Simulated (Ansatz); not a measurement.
# F3GeH: the cost of one run

Method: RKS revPBE-D4/def2-SVP, in Ansatz 0.2.0.

## (1) Starting point

Bond lengths: Ge1–F2 1.680 Å, Ge1–F3 1.680 Å, Ge1–H4 1.549 Å, Ge1–F5 1.679 Å. Angles: F2–Ge1–F3 109.4°, F2–Ge1–H4 109.5°, F2–Ge1–F5 109.5°, F3–Ge1–H4 109.5°, F3–Ge1–F5 109.5°, H4–Ge1–F5 109.5°.

Coordinates:

```xyz
5

Ge    0.0000    0.0000    0.0000
F     0.0000    0.0000    1.6800
F     1.5842    0.0000   -0.5594
H    -0.7300    1.2648   -0.5162
F    -0.7913   -1.3709   -0.5594
```

## (2) Preparing the start

input.yaml reads:

```yaml
crystal:
  periodic: [false, false, false]
  atoms:
    - { symbol: Ge, position_ang: [0.0, 0.0, 0.0] }
    - { symbol: F, position_ang: [0.0, 0.0, 1.68] }
    - { symbol: F, position_ang: [1.5842, 0.0, -0.5594] }
    - { symbol: H, position_ang: [-0.73, 1.2648, -0.5162] }
    - { symbol: F, position_ang: [-0.7913, -1.3709, -0.5594] }
basis:
  gaussian: { orbitals: def2-SVP }
hamiltonian:
  xc: revpbe
  dispersion: d4
relax:
  f_tol: 0.02
  max_steps: 40
```

Launch:

```
$ ansatz run input.yaml --threads 2 --pin off --max-ram 3072MiB --backend cpu --events-out ev --progress --plain --runs-dir out
```

What time and memory should one allow on 2 threads of AMD EPYC 9R45 (Zen 5), shared host?

About 1.7 s, with a peak of 0.16 GiB.
